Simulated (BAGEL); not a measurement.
# One shape, several levels: triplet ZnSiH3OF

We compute a comparison of 3 runs (ROHF/6-31G*, ROHF/def2-SVP, UHF/def2-SVP) of triplet ZnSiH3OF. 

Program for the calculation: BAGEL 1.2.2.

6 further runs of the same task are left out: 1 for a known fault of the program, 4 that didn't finish, 1 set aside as unsound or not needed. Runs told in other sessions of the task aren't counted.

## Step 1: Starting point

ZnSiH3OF has 7 atoms, charge 0, and is taken as a triplet. SMILES of the parent species: `[F][Zn][O][SiH3]`. The coordinates come from a PBE0-D4/def2-TZVP relaxation. That shape belongs to the parent species and isn't relaxed for this state.

Bond lengths: F1–Zn2 1.735 Å, Zn2–O3 1.746 Å, O3–Si4 1.628 Å, Si4–H5 1.486 Å, Si4–H6 1.491 Å, Si4–H7 1.491 Å. Angles: F1–Zn2–O3 177.5°, Zn2–O3–Si4 142.6°, O3–Si4–H5 108.8°, O3–Si4–H6 111.3°, O3–Si4–H7 111.3°, H5–Si4–H6 108.8°, H5–Si4–H7 108.8°, H6–Si4–H7 107.7°.

## Step 2: The energy at ROHF/6-31G(d) (density fitting with qzvpp-jkfit, spherical functions) (run 1)

Input file hf.json:

```json
{ "bagel" : [

{
  "title" : "molecule",
  "basis" : "6-31gs.json",
  "df_basis" : "qzvpp-jkfit",
  "angstrom" : "true",
  "geometry" : [
    { "atom" : "F", "xyz" : [      -0.271900,      -3.235000,       1.835900 ] },
    { "atom" : "Zn", "xyz" : [      -0.419400,      -1.764100,       0.927600 ] },
    { "atom" : "O", "xyz" : [      -0.642200,      -0.299700,       0.002700 ] },
    { "atom" : "Si", "xyz" : [       0.148400,       1.009100,      -0.555500 ] },
    { "atom" : "H", "xyz" : [      -0.806200,       1.856400,      -1.316000 ] },
    { "atom" : "H", "xyz" : [       0.720900,       1.813000,       0.561800 ] },
    { "atom" : "H", "xyz" : [       1.270400,       0.620300,      -1.456600 ] }
  ]
},

{
  "title" : "rohf",
  "nopen" : 2
},

{
  "title" : "print",
  "file" : "orbitals.molden",
  "orbitals" : "true"
}

]}
```

The basis set 6-31G* is read from a file made from the Basis Set Exchange's data (not shown).

On the command line:

```console
$ BAGEL_NUM_THREADS=1 BAGEL hf.json > hf.out
```

Standard output:

```text
* using 1 threads per process

  ===============================================================
  ===============================================================

  *** Geometry ***

  { "atom" : "F", "xyz" : [     -0.513817,     -6.113264,      3.469348 ] },
  { "atom" : "Zn", "xyz" : [     -0.792551,     -3.333666,      1.752910 ] },
  { "atom" : "O", "xyz" : [     -1.213582,     -0.566351,      0.005102 ] },
  { "atom" : "Si", "xyz" : [      0.280435,      1.906923,     -1.049743 ] },
  { "atom" : "H", "xyz" : [     -1.523497,      3.508088,     -2.486880 ] },
  { "atom" : "H", "xyz" : [      1.362304,      3.426073,      1.061648 ] },
  { "atom" : "H", "xyz" : [      2.400708,      1.172197,     -2.752575 ] },

  Number of auxiliary basis functions:      600

  Since a DF basis is specified, we compute 2- and 3-index integrals:
    o Being stored without compression. Storage requirement is 0.036 GB

  Number of basis functions:       86
  Number of electrons      :       64

    * METHOD: MOLECULE                             1.59

  *** Open-shell HF ***

  === Nuclear Repulsion ===
   320.8782912772

      * DIIS with orbital gradients will be used.

  === ROHF iteration (6-31gs.json) ===
      0      -2241.84681215          0.04769266           0.76
      1      -2241.86322871          0.05196257           0.50
      2      -2241.95366195          0.04488729           0.58
      3      -2242.28387884          0.00704393           0.73
      4      -2242.30118731          0.00453397           0.60
      5      -2242.32099159          0.00407507           0.55
      6      -2242.34009361          0.00161776           0.51
      7      -2242.34319330          0.00057569           0.59
      8      -2242.34339175          0.00016403           0.69
      9      -2242.34349871          0.00009974           0.68
     10      -2242.34349773          0.00002213           0.62
     11      -2242.34350776          0.00000994           0.70
     12      -2242.34350796          0.00000658           0.69
     13      -2242.34350776          0.00000437           0.71
     14      -2242.34350791          0.00000223           0.67
     15      -2242.34350804          0.00000157           0.66
     16      -2242.34350810          0.00000125           0.64
     17      -2242.34350811          0.00000096           0.64
     18      -2242.34350811          0.00000091           0.65
     19      -2242.34350812          0.00000089           0.59
     20      -2242.34350812          0.00000086           0.52
     21      -2242.34350814          0.00000075           0.52
     22      -2242.34350815          0.00000057           0.52
     23      -2242.34350816          0.00000050           0.54
     24      -2242.34350816          0.00000040           0.53
     25      -2242.34350816          0.00000027           0.56
     26      -2242.34350816          0.00000012           0.66
     27      -2242.34350816          0.00000004           0.70
     28      -2242.34350816          0.00000003           0.71
     29      -2242.34350816          0.00000002           0.63
     30      -2242.34350816          0.00000001           0.69
     31      -2242.34350816          0.00000001           0.66
    * SCF iteration converged.

    * S^2 (ROHF) is 2.0000

    * Permanent dipole moment:
           (    0.223671,    -2.060188,     1.276928) a.u.

    * METHOD: ROHF                                20.97

    * METHOD: PRINT                                0.07

  ===============================================================
```

Wall time 23 s (1 thread of AMD EPYC, shared host); peak memory 0.16 GiB.

## Step 3: The energy at ROHF/def2-SVP (density fitting with qzvpp-jkfit) (run 2)

Input file calc.json:

```json
{ "bagel" : [

{
  "title" : "molecule",
  "basis" : "svp",
  "df_basis" : "qzvpp-jkfit",
  "angstrom" : true,
  "geometry" : [
    { "atom" : "F", "xyz" : [   -0.271900,   -3.235000,    1.835900 ] },
    { "atom" : "Zn", "xyz" : [   -0.419400,   -1.764100,    0.927600 ] },
    { "atom" : "O", "xyz" : [   -0.642200,   -0.299700,    0.002700 ] },
    { "atom" : "Si", "xyz" : [    0.148400,    1.009100,   -0.555500 ] },
    { "atom" : "H", "xyz" : [   -0.806200,    1.856400,   -1.316000 ] },
    { "atom" : "H", "xyz" : [    0.720900,    1.813000,    0.561800 ] },
    { "atom" : "H", "xyz" : [    1.270400,    0.620300,   -1.456600 ] }
  ]
},
{ "title" : "rohf", "nopen" : 2 },
{ "title" : "print", "file" : "orbitals.molden", "orbitals" : true }

]}
```

On the command line:

```console
$ BAGEL_NUM_THREADS=1 BAGEL calc.json > calc.out
```

Standard output:

```text
* using 1 threads per process

  ===============================================================
  ===============================================================

  *** Geometry ***

  { "atom" : "F", "xyz" : [     -0.513817,     -6.113264,      3.469348 ] },
  { "atom" : "Zn", "xyz" : [     -0.792551,     -3.333666,      1.752910 ] },
  { "atom" : "O", "xyz" : [     -1.213582,     -0.566351,      0.005102 ] },
  { "atom" : "Si", "xyz" : [      0.280435,      1.906923,     -1.049743 ] },
  { "atom" : "H", "xyz" : [     -1.523497,      3.508088,     -2.486880 ] },
  { "atom" : "H", "xyz" : [      1.362304,      3.426073,      1.061648 ] },
  { "atom" : "H", "xyz" : [      2.400708,      1.172197,     -2.752575 ] },

  Number of auxiliary basis functions:      600

  Since a DF basis is specified, we compute 2- and 3-index integrals:
    o Being stored without compression. Storage requirement is 0.041 GB

  Number of basis functions:       92
  Number of electrons      :       64

    * METHOD: MOLECULE                             1.10

  *** Open-shell HF ***

  === Nuclear Repulsion ===
   320.8782912772

      * DIIS with orbital gradients will be used.

  === ROHF iteration (svp) ===
      0      -2241.73130667          0.04118373           0.69
      1      -2241.77791955          0.04309510           0.65
      2      -2241.85903882          0.03700843           0.67
      3      -2242.12841526          0.00594191           0.79
      4      -2242.14341872          0.00404735           0.77
      5      -2242.16096993          0.00379952           0.56
      6      -2242.18051223          0.00147719           0.56
      7      -2242.18402317          0.00043455           0.60
      8      -2242.18438433          0.00053392           0.84
      9      -2242.18439193          0.00009183           0.70
     10      -2242.18446239          0.00002567           0.69
     11      -2242.18447183          0.00001431           0.72
     12      -2242.18447352          0.00000439           0.73
     13      -2242.18447215          0.00000255           0.59
     14      -2242.18447232          0.00000155           0.54
     15      -2242.18447229          0.00000088           0.56
     16      -2242.18447244          0.00000083           0.54
     17      -2242.18447244          0.00000081           0.56
     18      -2242.18447243          0.00000079           0.57
     19      -2242.18447242          0.00000075           0.61
     20      -2242.18447242          0.00000063           0.66
     21      -2242.18447243          0.00000053           0.66
     22      -2242.18447244          0.00000043           0.66
     23      -2242.18447245          0.00000030           0.72
     24      -2242.18447245          0.00000016           0.76
     25      -2242.18447245          0.00000012           0.79
     26      -2242.18447245          0.00000008           0.80
     27      -2242.18447246          0.00000003           0.76
     28      -2242.18447245          0.00000002           0.78
     29      -2242.18447245          0.00000002           0.81
     30      -2242.18447245          0.00000001           0.67
     31      -2242.18447245          0.00000001           0.52
    * SCF iteration converged.

    * S^2 (ROHF) is 2.0000

    * Permanent dipole moment:
           (    0.016119,    -2.435823,     1.442287) a.u.

    * METHOD: ROHF                                22.38

    * METHOD: PRINT                                0.05

  ===============================================================
```

Run time: 24 s. Hardware: 1 thread of AMD EPYC, shared host; peak memory 0.17 GiB.

## Step 4: A single-point energy at UHF/def2-SVP (density fitting with qzvpp-jkfit) (run 3)

Input file calc.json:

```json
{ "bagel": [

{
  "title": "molecule",
  "basis": "svp",
  "df_basis": "qzvpp-jkfit",
  "angstrom": "true",
  "geometry": [
    { "atom": "F", "xyz": [   -0.271900,   -3.235000,    1.835900 ] },
    { "atom": "Zn", "xyz": [   -0.419400,   -1.764100,    0.927600 ] },
    { "atom": "O", "xyz": [   -0.642200,   -0.299700,    0.002700 ] },
    { "atom": "Si", "xyz": [    0.148400,    1.009100,   -0.555500 ] },
    { "atom": "H", "xyz": [   -0.806200,    1.856400,   -1.316000 ] },
    { "atom": "H", "xyz": [    0.720900,    1.813000,    0.561800 ] },
    { "atom": "H", "xyz": [    1.270400,    0.620300,   -1.456600 ] }
  ]
},
{ "title": "uhf", "nopen": 2 },
{ "title": "print", "file": "orbitals.molden", "orbitals": "true" }

]}
```

On the command line:

```console
$ BAGEL_NUM_THREADS=1 BAGEL calc.json > calc.out
```

Standard output:

```text
* using 1 threads per process

  ===============================================================
  ===============================================================

  *** Geometry ***

  { "atom" : "F", "xyz" : [     -0.513817,     -6.113264,      3.469348 ] },
  { "atom" : "Zn", "xyz" : [     -0.792551,     -3.333666,      1.752910 ] },
  { "atom" : "O", "xyz" : [     -1.213582,     -0.566351,      0.005102 ] },
  { "atom" : "Si", "xyz" : [      0.280435,      1.906923,     -1.049743 ] },
  { "atom" : "H", "xyz" : [     -1.523497,      3.508088,     -2.486880 ] },
  { "atom" : "H", "xyz" : [      1.362304,      3.426073,      1.061648 ] },
  { "atom" : "H", "xyz" : [      2.400708,      1.172197,     -2.752575 ] },

  Number of auxiliary basis functions:      600

  Since a DF basis is specified, we compute 2- and 3-index integrals:
    o Being stored without compression. Storage requirement is 0.041 GB

  Number of basis functions:       92
  Number of electrons      :       64

    * METHOD: MOLECULE                             1.08

  *** Open-shell HF ***

  === Nuclear Repulsion ===
   320.8782912772

      * DIIS with orbital gradients will be used.

  === UHF iteration (svp) ===
      0      -2241.73130667          0.04118373           0.94
      1      -2241.77098568          0.04296273           0.76
      2      -2241.87416015          0.03638234           0.60
      3      -2242.13300383          0.00526690           0.56
      4      -2242.15057166          0.00367980           0.58
      5      -2242.16884177          0.00324361           0.67
      6      -2242.18653675          0.00141612           0.67
      7      -2242.18888433          0.00046154           0.79
      8      -2242.18945073          0.00026755           0.80
      9      -2242.18956717          0.00007284           0.84
     10      -2242.18963021          0.00004468           0.84
     11      -2242.18964874          0.00001847           0.83
     12      -2242.18966412          0.00000616           0.82
     13      -2242.18966542          0.00000370           0.85
     14      -2242.18966570          0.00000178           0.83
     15      -2242.18966571          0.00000095           0.73
     16      -2242.18966571          0.00000079           0.80
     17      -2242.18966571          0.00000075           0.67
     18      -2242.18966571          0.00000073           0.69
     19      -2242.18966572          0.00000071           0.60
     20      -2242.18966572          0.00000068           0.74
     21      -2242.18966573          0.00000062           0.70
     22      -2242.18966574          0.00000048           0.67
     23      -2242.18966574          0.00000035           0.67
     24      -2242.18966575          0.00000025           0.54
     25      -2242.18966575          0.00000019           0.58
     26      -2242.18966575          0.00000014           0.63
     27      -2242.18966575          0.00000009           0.64
     28      -2242.18966575          0.00000006           0.60
     29      -2242.18966575          0.00000006           0.68
     30      -2242.18966575          0.00000005           0.64
     31      -2242.18966575          0.00000005           0.68
     32      -2242.18966575          0.00000004           0.65
     33      -2242.18966575          0.00000004           0.65
     34      -2242.18966575          0.00000004           0.57
     35      -2242.18966575          0.00000003           0.70
     36      -2242.18966575          0.00000002           0.78
     37      -2242.18966575          0.00000001           0.80
    * SCF iteration converged.

    * S^2 (UHF) is 2.0097

    * Permanent dipole moment:
           (    0.008147,    -2.458668,     1.453592) a.u.

    * METHOD: UHF                                 28.01

    * METHOD: PRINT                                0.08

  ===============================================================
```

Wall time 30 s (1 thread of AMD EPYC, shared host); peak memory 0.17 GiB.

## Step 5: The series

```
run                                                                level   energy (Eh)  dipole moment (D)   ⟨S²⟩  wall time
  1  ROHF/6-31G* (density fitting with qzvpp-jkfit, spherical functions)  -2242.343508               6.19  2.000       23 s
  2                     ROHF/def2-SVP (density fitting with qzvpp-jkfit)  -2242.184472               7.20  2.000       24 s
  3                      UHF/def2-SVP (density fitting with qzvpp-jkfit)  -2242.189666               7.26  2.010       30 s
```

## Step 6: Results

```
            quantity           value
 run 3: total energy  -2242.18967 Eh
run 3: dipole moment          7.26 D
         run 3: ⟨S²⟩           2.010
```

What this shows: The dipole moment (its size) runs from 6.19 D (ROHF/6-31G*) to 7.26 D (UHF/def2-SVP). The two ends differ in method and basis. All runs together took 78 s, the longest 30 s.
